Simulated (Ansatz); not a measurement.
**H2O (water): CCSD/3-21G**

Aim: the electronic atomisation energy of H2O (water) at CCSD/3-21G, from 3 runs. 

The results are computed with Ansatz 0.2.0.

67 further runs of the same task are left out: 1 that didn't finish, 66 set aside as unsound or not needed.

### 1 The structure to begin with

The species is H2O (3 atoms), meant as a singlet with charge 0. SMILES: `O`. The coordinates come from a PBE0-D4/def2-TZVP relaxation.

Bond lengths: O1–H2 0.960 Å, O1–H3 0.960 Å. Angles: H2–O1–H3 105.1°.

### 2 A single-point energy at CCSD/3-21G

The input, job.yaml:

```yaml
crystal:
  periodic: [false, false, false]
  atoms:
    - symbol: O
      position_ang: [-0.302700, 0.200200, -0.140600]
    - symbol: H
      position_ang: [0.466500, 0.548400, 0.315300]
    - symbol: H
      position_ang: [-0.163800, -0.748600, -0.174700]
basis:
  gaussian:
    orbitals: 3-21G.json
correlation:
  method: ccsd
  frozen_orbitals: {H: 0, O: 1}
accuracy: high
scf:
  omitted_lower_state_checks: [cluster_reference, increment]
```

The basis set 3-21G is read from a file made from the Basis Set Exchange's data (not shown).

Run with:

```sh
$ ansatz run job.yaml --threads 1 --pin off --max-ram 2610MiB --events-out events.jsonl --progress --plain --runs-dir runs
```

What it wrote, cut to the lines that bear on the results:

```text
Warning: RAYON_NUM_THREADS=1 ignored (pool sized by the plan → 1); use --threads N
Functional definition: HF
  name "HF"
[...]
190 factors; integrals over basis functions are off by at most 5.7e-9 eV
[...]
mean field -2056.78883653 eV, -75.5855956010 hartree, gradient 3.0e-8 eV, S^2 0.000000; 0 other end points of the search recorded, 0 dependent functions left out
1 core orbitals not correlated: weight in the atoms' cores, before any rotation towards them, 1.000 or more for the frozen orbitals, at most 0.000 for the correlated occupied ones
reference -2056.78883653 eV, -75.5855956010 hartree; 4, 4 occupied and 8, 8 virtual orbitals, 190 factors
second order -3.28445899 eV of doubles, -0.00000000 eV of singles
cycle   1  -3.38016927 eV  change   -9.6e-2 eV  update   3.1e-2
[...]
cycle  17  -3.48713382 eV  change   2.1e-10 eV  update  1.2e-10
Total energy: -2060.27597035 eV, -75.7137454050 hartree
Checks for a lower state left out: cluster_reference, increment
```

It took 0.16 s on 1 thread of Arm Neoverse N1, shared host.

### 3 The H atom: a single-point energy at UHF/3-21G

The input, job.yaml:

```yaml
crystal:
  periodic: [false, false, false]
  atoms:
    - {symbol: H, position_ang: [0.000000, 0.000000, 0.000000]}
basis:
  gaussian: {orbitals: 3-21G.json}
magnetization: {spin_polarized: true, initial_magnetization: 1}
hamiltonian: {xc: hf}
accuracy: high
```

The basis set 3-21G is read from a file made from the Basis Set Exchange's data (not shown).

Run with:

```sh
$ ansatz run job.yaml --threads 1 --pin off --max-ram 2610MiB --events-out events.jsonl --progress --plain --runs-dir runs
```

What it wrote:

```text
Warning: RAYON_NUM_THREADS=1 ignored (pool sized by the plan → 1); use --threads N
[... 2 set-up lines as earlier in the session ...]
  exchange = exact_x
  correlation = 0
3 factors; integrals over basis functions are off by at most 1.3e-8 eV
mean field evaluation 1: about -13.4868 eV, gradient 1.3e0 eV
mean field evaluation 2: about -13.4868 eV, gradient 1.3e0 eV
mean field evaluation 4: about -13.5023 eV, gradient 2.1e-5 eV
mean field evaluation 8: about -13.5023 eV, gradient 1.0e-12 eV
mean field -13.50225274 eV, -0.4961986360 hartree, gradient 4.5e-8 eV, S^2 0.750000; 0 other end points of the search recorded, 0 dependent functions left out
reference -13.50225274 eV, -0.4961986360 hartree; 1, 0 occupied and 1, 2 virtual orbitals, 3 factors
Total energy: -13.50225274 eV, -0.4961986360 hartree
```

Run time: 0.04 s. Hardware: 1 thread of Arm Neoverse N1, shared host.

### 4 The O atom

The input, run.yaml:

```yaml
basis:
  gaussian: {orbitals: 3-21G.json}
crystal:
  periodic: [false, false, false]
  atoms:
    - {symbol: O, position_ang: [0.000000, 0.000000, 0.000000]}
total_charge: 0
magnetization: {spin_polarized: true, initial_magnetization: 2}
correlation: {method: ccsd, frozen_orbitals: {O: 1}}
accuracy: high
scf: {omitted_lower_state_checks: [cluster_reference, increment]}
```

The basis set 3-21G is read from a file made from the Basis Set Exchange's data (not shown).

Run the same way, it converges to -74.44969 Eh (log not shown).

### 5 What came out

At CCSD/3-21G, 1 core orbital frozen:

| quantity | value |
| --- | --- |
| molecule: total energy | -75.71375 Eh |
| molecule: correlation energy (1 core orbital frozen) | -128.1 mEh |
| molecule: T1 diagnostic | 0.006 |
| H atom: total energy | -0.49620 Eh |
| H atom: ⟨S²⟩ | 0.750 |
| O atom: total energy | -74.44969 Eh |
| O atom: correlation energy (1 core orbital frozen) | -56.0 mEh |
| O atom: ⟨S²⟩ of the reference determinant | 2.001 |
| O atom: T1 diagnostic | 0.001 |
| electronic atomisation energy | 7.392 eV |

What this shows: Taking the molecule apart into free atoms costs 7.39 eV (713 kJ/mol), before zero-point energy and without spin-orbit coupling. The basis has no polarisation functions, which makes bonds too weak.
